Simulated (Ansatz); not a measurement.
# Ge5Pd: the cost of one run

Method: DFT PBE, scalar-relativistic, plane waves, PAW, in Ansatz 0.2.0.

1 further run of the same task is left out (it didn't finish).

**1. The system as given**

It takes space group P-6m2 (No. 187, hexagonal). The conventional cell has a = 3.171 Å, b = 3.171 Å, c = 16.023 Å, α = 90.00°, β = 90.00°, γ = 120.00°. Ge (site symmetry 3m) has 9 Ge at 3.17 to 3.25 Å and 3 Pd at 3.22 Å as nearest neighbours. Ge (site symmetry 3m) is surrounded by 12 Ge at 3.17 to 3.25 Å. Around Ge (site symmetry -6m2) lie 12 Ge at 3.17 to 3.25 Å. Pd (site symmetry -6m2) has 6 Pd at 3.17 Å and 6 Ge at 3.22 Å as nearest neighbours.

Coordinates:

```cif
data_structure
_symmetry_space_group_name_H-M 'P 1'
_symmetry_Int_Tables_number 1
_cell_length_a 3.1708
_cell_length_b 3.1708
_cell_length_c 16.0230
_cell_angle_alpha 90.000
_cell_angle_beta 90.000
_cell_angle_gamma 120.000
_cell_volume 139.51
loop_
_atom_site_label
_atom_site_type_symbol
_atom_site_fract_x
_atom_site_fract_y
_atom_site_fract_z
_atom_site_occupancy
Ge1 Ge 0.66667 0.33333 0.83495 1
Ge2 Ge 0.00000 0.00000 0.66732 1
Ge3 Ge 0.66667 0.33333 0.50000 1
Ge4 Ge 0.00000 0.00000 0.33268 1
Ge5 Ge 0.66667 0.33333 0.16505 1
Pd1 Pd 0.00000 0.00000 0.00000 1
```

The cell is invented: species swapped into a database cell of Mg5Cd (P-6m2, No. 187), with Ge on the Mg sites and Pd on the Cd sites. The dimensions are guesses.

**2. Probe: one point on a coarse mesh**

Input file input.yaml:

```yaml
crystal:
  lattice:
    - [3.17079628, 0.0, 0.0]
    - [-1.58539814, 2.74599013, 0.0]
    - [0.0, 0.0, 16.02295517]
  atoms:
    - { symbol: Ge, position: [0.66666667, 0.33333333, 0.834952] }
    - { symbol: Ge, position: [0.0, 0.0, 0.66732103] }
    - { symbol: Ge, position: [0.66666667, 0.33333333, 0.5] }
    - { symbol: Ge, position: [0.0, 0.0, 0.33267897] }
    - { symbol: Ge, position: [0.66666667, 0.33333333, 0.165048] }
    - { symbol: Pd, position: [0.0, 0.0, 0.0] }
basis:
  ecutwfc: 420
kpoints:
  mp_grid: { grid: [6, 6, 1] }
hamiltonian:
  xc: pbe
scf:
  occupations: { method: gaussian, width: 0.1 }
  lower_state_search: "off"
output:
  forces: true
  stress: true
  eigenvalues: true
```

Launch:

```console
ansatz run input.yaml --threads 1 --pin off --max-ram 2560MiB --backend cpu --events-out ev --progress --plain --runs-dir out
```

**Question.** How long does this run take on 1 thread of Arm Neoverse V1, shared host, and how much memory does it need?

About 4.8 s, with a peak of 0.35 GiB.
